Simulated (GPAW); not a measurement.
Wanted: an ASE script for a GPAW 26.7.0 run.

```
Task                : band structure
Functional          : PBEsol
Potentials or basis : PAW data sets generated in the run's folder for this functional
Cutoff              : 600 eV
Basis               : pw
k mesh              : 5 × 5 × 4
Occupations         : fermi-dirac, width 0.05 eV
Spin                : collinear spin, ferromagnetic start
Starting moments    : [1.0, 1.0, 0.0, 0.6, 0.0] μB
Ranks               : 8
Maxiter             : 150
Band path           : GMKGALHA,LM,KH
Band points         : 60
```

The system is NiMoIrPdW.

```xyz
5
Lattice="4.1171 0.0000 0.0000 -2.0585 3.5655 0.0000 0.0000 0.0000 5.4458" Properties=species:S:1:pos:R:3 pbc="T T T"
Ni    0.0000    0.0000    5.2157
Mo    2.0585    1.1885    5.2367
Pd    2.0585    1.1885    2.5211
Ir    0.0000    2.3770    3.9521
W     0.0000    2.3770    1.2875
```

The cell was built by a generator and needn't be a form met in nature.

These files were run (other wordings do the same):

run.py

```python
from ase import Atoms
from ase.dft.bandgap import bandgap
from ase.io import write
from ase.units import GPa
from ase.parallel import parprint
from gpaw import GPAW, PW, setup_paths

setup_paths.insert(0, '.')

atoms = Atoms(['Ni', 'Mo', 'Pd', 'Ir', 'W'],
              cell=[[4.1170512982, 0.0, 0.0],
                    [-2.0585256491, 3.5654710129, 0.0],
                    [0.0, 0.0, 5.4458]],
              scaled_positions=[[0.0, 0.0, 0.95775],
                                [0.6666666667, 0.3333333333, 0.96161],
                                [0.6666666667, 0.3333333333, 0.46295],
                                [0.3333333333, 0.6666666667, 0.72572],
                                [0.3333333333, 0.6666666667, 0.23642]],
              pbc=True)
atoms.set_initial_magnetic_moments([1.0, 1.0, 0.0, 0.6, 0.0])

calc = GPAW(mode=PW(600),
            xc='PBEsol',
            kpts={'size': (5, 5, 4), 'gamma': True},
            occupations={'name': 'fermi-dirac', 'width': 0.05},
            nbands=64,
            convergence={'density': 1e-05, 'energy': 1e-05},
            maxiter=150,
            txt='gpaw.txt')
atoms.calc = calc
energy = atoms.get_potential_energy()
forces = atoms.get_forces()
stress = atoms.get_stress()
calc.write('gs.gpw')
write('result.traj', atoms)
parprint(f'Energy: {energy:.6f} eV')
parprint('Forces (eV/A):')
parprint(forces.round(4))
parprint('Stress (GPa):', (stress / GPa).round(3))
parprint('Moments:', calc.get_magnetic_moments().round(3))
parprint('Fermi level:', round(calc.get_fermi_level(), 4), 'eV')
parprint(f'Gap: {bandgap(calc)[0]:.4f} eV, direct: {bandgap(calc, direct=True)[0]:.4f} eV')

path = atoms.cell.bandpath('GMKGALHA,LM,KH', npoints=60, eps=1e-4)
bs_calc = calc.fixed_density(kpts=path, symmetry='off', nbands=87,
                             convergence={'bands': 'CBM+6.0', 'eigenstates': 1e-6}, txt='bands.txt')
bs = bs_calc.band_structure()
bs.write('bs.json')
parprint(f'Gap on the path: {bandgap(bs_calc)[0]:.4f} eV')
```

Potentials or basis: PAW data sets generated in the run's folder for this functional, pw.

Run with:

```sh
$ gpaw-setup -f PBEsol Ir Mo Ni Pd W
$ OMP_NUM_THREADS=1 mpirun -n 8 gpaw python run.py
```

It gave:

```json
{
  "Pressure": "-7.9 GPa",
  "Largest force": "0.124 eV/Å",
  "Band gap along the path": "none (metal or under the smearing width)",
  "Net moment": "0.00 μB per cell"
}
```

Caveat: the stock nickel data set gives pressures a few GPa off other programs; spin-orbit coupling is left out, which moves the levels of the heavy elements.

Run time: 43 s on 8 MPI ranks on AMD EPYC 9R45 96-Core Processor (Zen 5), on a shared host, peak memory 0.37 GiB a rank.
